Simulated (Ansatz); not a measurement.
**ZrHCl (quintet): the correlation ladder, def2-QZVPP**

The task here is to estimate one member of a computed series from the others.

Program: Ansatz 0.2.0, Gaussian basis. Level of theory: def2-QZVPP, core rule «outside noble gas», up to 9 orbitals frozen. These are calculated values, not measurements.

The runs, in order: UHF; ROHF; CCSD(T) on UHF.

2 further runs of the same task are left out: 2 set aside as unsound or not needed.

## The geometry

The geometry is a PBE0/def2-TZVP stationary point (not a proven minimum) of the parent state, kept for this charge and spin. No spin-orbit coupling is included. Elements past krypton take def2 core potentials.

3 atoms, charge 0, spin multiplicity 5.

Atoms are counted from 1 here; the program's logs count them from 0.

Bond lengths: Zr1–Cl2 2.379 Å, Zr1–H3 1.933 Å. Angles: Cl2–Zr1–H3 180.0°.

The first run:

Input file in.yaml:

```yaml
crystal:
  periodic: [false, false, false]
  atoms:
    - {symbol: Zr, position_ang: [0.000000, 0.000000, 0.148733]}
    - {symbol: Cl, position_ang: [0.000000, 0.000000, -2.230367]}
    - {symbol: H, position_ang: [0.000000, 0.000000, 2.081633]}
basis:
  gaussian: {orbitals: "def2-QZVPP.json"}
magnetization: {spin_polarized: true, initial_magnetization: 4}
hamiltonian: {xc: hf}
output: {orbitals: {seedname: orbitals}}
```

Command:

```bash
$ ansatz run in.yaml --threads 1 --pin off --events-out ev --progress --plain --max-ram 4096MiB --backend cpu
```

Among the steps run: UHF; ROHF; CCSD(T) on UHF.

One of the session's tables, all rows but one given; the rest of the session is left out.

```
  method  from UCCSD(T) (kJ/mol)
    ROHF                  +793.2
     UHF                  +780.1
    UMP2                   +92.3
   UCCSD                       ?
UCCSD(T)                       0
```

Q: Estimate the row for UCCSD from the others.

The run gave: from UCCSD(T) (kJ/mol): +36.6. In the column «from UCCSD(T) (kJ/mol)» it lies between UCCSD(T) (0) and UMP2 (+92.3).
